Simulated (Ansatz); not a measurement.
**C7H8FIn: how energies converge with the basis set**

The task here is to estimate one member of a computed series from the others.

Method: one geometry, several basis sets; program: Ansatz 0.2.0, Gaussian basis.

Levels to be run: PBE0-D4/def2-SVP; ωB97M-V/def2-SVP; PBE0-D4/def2-QZVPP; ωB97M-V/def2-QZVPP; the functionals' def2-TZVPP values are taken from earlier runs.

**Structure used throughout**

All runs share one geometry, relaxed beforehand with PBE0-D4 in a triple-zeta def2 set. In takes the def2 core potential; no spin-orbit term is included.

SMILES `[CH3][In]([F])[c]1ccccc1`, 17 atoms, charge 0, spin multiplicity 1.

Atoms are counted from 1 here; the program's logs count them from 0.

Bond lengths: C1–In2 2.127 Å, C1–H10 1.091 Å, C1–H11 1.090 Å, C1–H12 1.089 Å, In2–F3 1.981 Å, In2–C4 2.116 Å, C4–C5 1.395 Å, C4–C9 1.396 Å, C5–C6 1.388 Å, C5–H13 1.086 Å, C6–C7 1.387 Å, C6–H14 1.084 Å, C7–C8 1.387 Å, C7–H15 1.084 Å, C8–C9 1.388 Å, C8–H16 1.084 Å, C9–H17 1.085 Å. Angles: In2–C1–H10 110.3°, In2–C1–H11 110.6°, In2–C1–H12 108.2°, H10–C1–H11 108.5°, H10–C1–H12 109.5°, H11–C1–H12 109.7°, C1–In2–F3 110.0°, C1–In2–C4 145.4°, F3–In2–C4 104.6°, In2–C4–C5 123.5°, In2–C4–C9 117.6°, C5–C4–C9 118.8°, C4–C5–C6 120.7°, C4–C5–H13 120.6°, C6–C5–H13 118.8°, C5–C6–C7 119.9°, C5–C6–H14 120.0°, C7–C6–H14 120.1° and more.

Set-up of the first run:

Contents of in.yaml:

```yaml
crystal:
  periodic: [false, false, false]
  atoms:
    - {symbol: C, position_ang: [3.164827, -0.914727, -1.944360]}
    - {symbol: In, position_ang: [1.693150, -0.837215, -0.410779]}
    - {symbol: F, position_ang: [2.230826, -1.997233, 1.103017]}
    - {symbol: C, position_ang: [-0.159625, -0.006013, 0.185196]}
    - {symbol: C, position_ang: [-0.895696, 0.879857, -0.602276]}
    - {symbol: C, position_ang: [-2.104080, 1.391363, -0.150983]}
    - {symbol: C, position_ang: [-2.589826, 1.022329, 1.094944]}
    - {symbol: C, position_ang: [-1.867919, 0.142500, 1.888235]}
    - {symbol: C, position_ang: [-0.659899, -0.369362, 1.436618]}
    - {symbol: H, position_ang: [3.622904, 0.065973, -2.078925]}
    - {symbol: H, position_ang: [2.718230, -1.221537, -2.890656]}
    - {symbol: H, position_ang: [3.927135, -1.634392, -1.648408]}
    - {symbol: H, position_ang: [-0.533258, 1.181731, -1.580265]}
    - {symbol: H, position_ang: [-2.667454, 2.078948, -0.772168]}
    - {symbol: H, position_ang: [-3.533881, 1.421905, 1.448222]}
    - {symbol: H, position_ang: [-2.246872, -0.146380, 2.862352]}
    - {symbol: H, position_ang: [-0.098572, -1.057767, 2.060228]}
basis:
  gaussian: {orbitals: def2-SVP}
hamiltonian: {xc: pbe0, dispersion: d4}
output: {orbitals: {seedname: orbitals}}
```

The run is started by

```console
$ ansatz run in.yaml --threads 2 --pin off --events-out ev --progress --plain --max-ram 22528MiB --backend cpu
```

Steps of the session up to this table: PBE0-D4 in def2-SVP; ωB97M-V in def2-SVP; PBE0-D4 in def2-QZVPP; ωB97M-V in def2-QZVPP.

One of the session's tables, all rows but one given; the rest of the session is left out.

It belongs to the step «Functionals by basis». 

```
functional       basis  HOMO (eV)  LUMO (eV)
   PBE0-D4    def2-SVP      -7.43      -1.29
   PBE0-D4  def2-TZVPP      -7.46      -1.38
   PBE0-D4  def2-QZVPP      -7.48      -1.40
   ωB97M-V    def2-SVP      -9.51       0.38
   ωB97M-V  def2-TZVPP          ?          ?
   ωB97M-V  def2-QZVPP      -9.56       0.13
```

Q: Estimate the row for ωB97M-V, def2-TZVPP from the others.

The run gave: HOMO (eV): -9.54; LUMO (eV): 0.19. In the column «HOMO (eV)» it lies between ωB97M-V, def2-QZVPP (-9.56) and ωB97M-V, def2-SVP (-9.51).
